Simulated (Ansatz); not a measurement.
# TiSi: how settings move the results

One table from this session's results is given with a row withheld; the runs are named, their logs left out.

Method: DFT r2SCAN, scalar-relativistic, plane waves, PAW, in Ansatz 0.2.0.

## The system as given

Symmetry: Cmmm, No. 65, orthorhombic system. The conventional cell has a = 3.632 Å, b = 4.235 Å, c = 3.804 Å, α = 90.00°, β = 90.00°, γ = 90.00°. Ti (site symmetry mmm) is surrounded by 8 Si at 2.63 to 2.85 Å and 4 Ti at 2.79 Å. Si (site symmetry mmm) is surrounded by 8 Ti at 2.63 to 2.85 Å.

As a file:

```cif
data_structure
_symmetry_space_group_name_H-M 'Cmmm'
_symmetry_Int_Tables_number 65
_cell_length_a 3.6324
_cell_length_b 4.2352
_cell_length_c 3.8039
_cell_angle_alpha 90.000
_cell_angle_beta 90.000
_cell_angle_gamma 90.000
_cell_volume 58.52
loop_
_atom_site_label
_atom_site_type_symbol
_atom_site_symmetry_multiplicity
_atom_site_Wyckoff_symbol
_atom_site_fract_x
_atom_site_fract_y
_atom_site_fract_z
_atom_site_occupancy
Ti1 Ti 2 b 0.50000 0.00000 0.00000 1
Si1 Si 2 d 0.00000 0.00000 0.50000 1
```

Source of the structure: the Materials Project (structure only). It is taken as it stands there.

Set-up of the first run:

The input, input.yaml:

```yaml
crystal:
  lattice:
    - [1.816178, -2.117624, 0.0]
    - [1.816178, 2.117624, 0.0]
    - [0.0, 0.0, 3.803934]
  atoms:
    - { symbol: Ti, position: [0.5, 0.5, 0.0] }
    - { symbol: Si, position: [0.0, 0.0, 0.5] }
basis:
  ecutwfc: 500
kpoints:
  mp_grid: { grid: [6, 6, 6] }
hamiltonian:
  xc: r2scan
scf:
  occupations: { method: gaussian, width: 0.1 }
output:
  forces: true
  stress: true
  eigenvalues: true
```

Among the steps run: A first look at the start; Base run on a denser mesh; K-point mesh set to 1×1×1; K-point mesh: 4×4×2; K-point mesh: 4×4×4; K-point mesh: 6×6×4; K-point mesh set to 6×6×6; K-point mesh set to 8×8×6; K-point mesh set to 10×10×8; K-point mesh set to 14×14×10; K-point mesh set to 20×20×14; K-point mesh set to 22×22×16; K-point mesh set to 24×24×18.

One table of the session follows, with a row left open; its other results are not shown here.

| mesh | ΔE (meV/atom) | pressure (GPa) |
| --- | --- | --- |
| 1×1×1 | -222 | -13.64 |
| 4×4×2 | -26.8 | -2.87 |
| 4×4×4 | 23.2 | -2.26 |
| 6×6×4 | 1.84 | -1.75 |
| 6×6×6 | 4.43 | -1.53 |
| 8×8×6 | ? | ? |
| 10×10×8 | -2.96 | -1.84 |
| 14×14×10 | -0.57 | -1.83 |
| 16×16×12 | 0.59 | -1.86 |
| 20×20×14 | -0.05 | -1.83 |
| 22×22×16 | -0.15 | -1.85 |
| 24×24×18 | 0.00 | -1.84 |

Q: Estimate the row for 8×8×6 from the others.

The run gave: ΔE (meV/atom): 3.21; pressure (GPa): -1.63. In the column «ΔE (meV/atom)» it lies between 6×6×4 (1.84) and 6×6×6 (4.43).

Limits of these values: The error changes sign along the series, since a k mesh isn't variational, and a metal needs dense meshes to resolve its Fermi surface.
